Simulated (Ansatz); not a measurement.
# NiPt: the cost of one run

Method: DFT, LDA, PAW with Ansatz's default frozen-core files, scalar-relativistic, in Ansatz 0.2.0.

**1. The starting structure**

It takes space group P4/mmm (No. 123, tetragonal). The conventional cell has a = 2.710 Å, b = 2.710 Å, c = 3.578 Å, α = 90.00°, β = 90.00°, γ = 90.00°. Ni (site symmetry 4/mmm) has 8 Pt at 2.62 Å and 4 Ni at 2.71 Å as nearest neighbours. Pt (site symmetry 4/mmm) has 8 Ni at 2.62 Å and 4 Pt at 2.71 Å as nearest neighbours.

Coordinates:

```
Ni Pt
1.0
     2.70994    0.00000    0.00000
     0.00000    2.70994    0.00000
     0.00000    0.00000    3.57832
Ni Pt
1 1
Direct
  0.50000 0.50000 0.50000
  0.00000 0.00000 0.00000
```

Atoms are numbered in the order of the input: Ni1, Pt2.

**2. Free moments from the typed start, PAW**

input.yaml reads:

```yaml
crystal:
  lattice:
    - [2.7099397941, 0.0, 0.0]
    - [0.0, 2.7099397941, 0.0]
    - [0.0, 0.0, 3.57832]
  atoms:
    - { symbol: Ni, position: [0.5, 0.5, 0.5], spin: 1.5 }
    - { symbol: Pt, position: [0.0, 0.0, 0.0], spin: 0.6 }
magnetization:
  spin_polarized: true
kpoints:
  mp_grid: { grid: [11, 11, 8] }
scf:
  occupations: { method: fermi_dirac, width: 0.1 }
hamiltonian:
  xc: lda
  pseudopotentials: { kind: paw }
output:
  forces: true
  stress: true
  eigenvalues: true
  populations: true
  write_density: true
  write_potential: true
  elf: true
  volumetric_format: npy
```

Command:

```console
$ ansatz run input.yaml --threads 1 --pin off --max-ram 3072MiB --backend cpu --events-out ev --progress --plain --runs-dir out
```

**Question.** How long does this run take on 1 thread of Intel Xeon Platinum 8259CL at 2.50GHz (Skylake/Cascade Lake), shared host, and how much memory does it need?

About 15 s, with a peak of 0.47 GiB.
